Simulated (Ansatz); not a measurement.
# Cl2GaH6NSi2: one species, many methods

An exercise on one series of results from a longer session: the logs are not shown, and one member is left open.

Method: functionals in def2-TZVPP, the program's frozen cores in correlated methods; program: Ansatz 0.2.0, Gaussian basis.

Levels to be run: LDA (SPW92), PBE-D4, revPBE-D4, BLYP-D4, r2SCAN-D4, B97M-V, PBE0-D4, B3LYP-D4, r2SCANh-D4, r2SCAN0-D4, HSE06-D4, BHLYP-D4, CAM-B3LYP-D4, LC-ωPBE, ωB97X-V, ωB97M-V, B2PLYP, PBE-QIDH; CCSD(T)/def2-SVP; MP2/def2-TZVPP; MP2/def2-QZVPP; RPA on PBE.

## The relaxed structure

The geometry comes from an earlier relaxation with PBE0-D4 in a triple-zeta def2 set; it is a stationary point, not always the lowest conformer.

12 atoms, charge 0, spin multiplicity 1.

Atoms are counted from 1 here; the program's logs count them from 0.

Bond lengths: Si1–N2 1.742 Å, Si1–H7 1.487 Å, Si1–H8 1.483 Å, Si1–H9 1.487 Å, N2–Si3 1.746 Å, N2–Ga4 1.820 Å, Si3–H10 1.485 Å, Si3–H11 1.488 Å, Si3–H12 1.485 Å, Ga4–Cl5 2.126 Å, Ga4–Cl6 2.117 Å. Angles: N2–Si1–H7 110.5°, N2–Si1–H8 108.7°, N2–Si1–H9 110.4°, H7–Si1–H8 109.5°, H7–Si1–H9 108.2°, H8–Si1–H9 109.5°, Si1–N2–Si3 118.2°, Si1–N2–Ga4 122.6°, Si3–N2–Ga4 119.2°, N2–Si3–H10 111.4°, N2–Si3–H11 106.5°, N2–Si3–H12 111.4°, H10–Si3–H11 109.3°, H10–Si3–H12 108.8°, H11–Si3–H12 109.3°, N2–Ga4–Cl5 117.6°, N2–Ga4–Cl6 124.0°, Cl5–Ga4–Cl6 118.4°.

The first run:

The input, in.yaml:

```yaml
crystal:
  periodic: [false, false, false]
  atoms:
    - {symbol: Si, position_ang: [-0.189742, -1.687268, 0.266783]}
    - {symbol: N, position_ang: [-0.093233, 0.033805, 0.012232]}
    - {symbol: Si, position_ang: [1.465073, 0.727811, -0.362073]}
    - {symbol: Ga, position_ang: [-1.547144, 1.124022, 0.120810]}
    - {symbol: Cl, position_ang: [-1.246258, 3.200743, -0.217909]}
    - {symbol: Cl, position_ang: [-3.504577, 0.448406, 0.562706]}
    - {symbol: H, position_ang: [0.256229, -2.418088, -0.948752]}
    - {symbol: H, position_ang: [-1.596591, -2.044281, 0.572131]}
    - {symbol: H, position_ang: [0.683392, -2.094053, 1.399299]}
    - {symbol: H, position_ang: [1.879468, 1.715234, 0.666334]}
    - {symbol: H, position_ang: [2.436315, -0.398975, -0.381995]}
    - {symbol: H, position_ang: [1.457068, 1.392634, -1.689576]}
basis:
  gaussian: {orbitals: def2-TZVPP}
hamiltonian: {xc: lda}
output: {orbitals: {seedname: orbitals}}
```

Run with:

```bash
> ansatz run in.yaml --threads 4 --pin off --events-out ev --progress --plain --max-ram 11315MiB
```

Among the steps run: LDA; PBE-D4 (GGA); revPBE-D4 (GGA); BLYP-D4 (GGA); r2SCAN-D4 (meta-GGA); B97M-V (meta-GGA); B3LYP-D4 (hybrid); r2SCANh-D4 (hybrid); r2SCAN0-D4 (hybrid); HSE06-D4 (hybrid); BHLYP-D4 (hybrid); CAM-B3LYP-D4 (range-separated); LC-ωPBE (range-separated); ωB97X-V (range-separated); ωB97M-V (range-separated); B2PLYP (double hybrid); PBE-QIDH (double hybrid).

One of the session's tables, all rows but one given; the rest of the session is left out.

It belongs to the step «Orbital energies across the functionals». 

| functional | HOMO (eV) | LUMO (eV) | gap (eV) |
| --- | --- | --- | --- |
| LDA (SPW92) | -6.94 | -2.70 | 4.24 |
| PBE-D4 | -6.83 | -2.41 | 4.43 |
| revPBE-D4 | -6.79 | -2.27 | 4.52 |
| BLYP-D4 | -6.71 | -2.33 | 4.38 |
| r2SCAN-D4 | -7.15 | -2.14 | 5.00 |
| B97M-V | -7.27 | -2.27 | 5.00 |
| PBE0-D4 | -8.12 | -1.48 | 6.64 |
| B3LYP-D4 | -7.90 | -1.76 | 6.14 |
| r2SCANh-D4 | ? | ? | ? |
| r2SCAN0-D4 | -8.33 | -1.33 | 7.01 |
| HSE06-D4 | -7.72 | -1.85 | 5.87 |
| BHLYP-D4 | -9.32 | -0.54 | 8.79 |
| CAM-B3LYP-D4 | -9.46 | -0.47 | 8.99 |
| LC-ωPBE | -10.83 | 0.80 | 11.63 |
| ωB97X-V | -10.48 | 0.61 | 11.09 |
| ωB97M-V | -10.36 | 0.38 | 10.74 |

Q: Estimate the row for r2SCANh-D4 from the others.

Worked estimate for «HOMO (eV)». Against the share of exact exchange, r2SCAN-D4 (0, -7.15), r2SCAN0-D4 (0.25, -8.33) give a slope of -4.72 per unit share; at 0.1 the line stands at -7.62.

As computed: HOMO (eV): -7.62; LUMO (eV): -1.81; gap (eV): 5.81. In «HOMO (eV)» the line misses by 0.00.
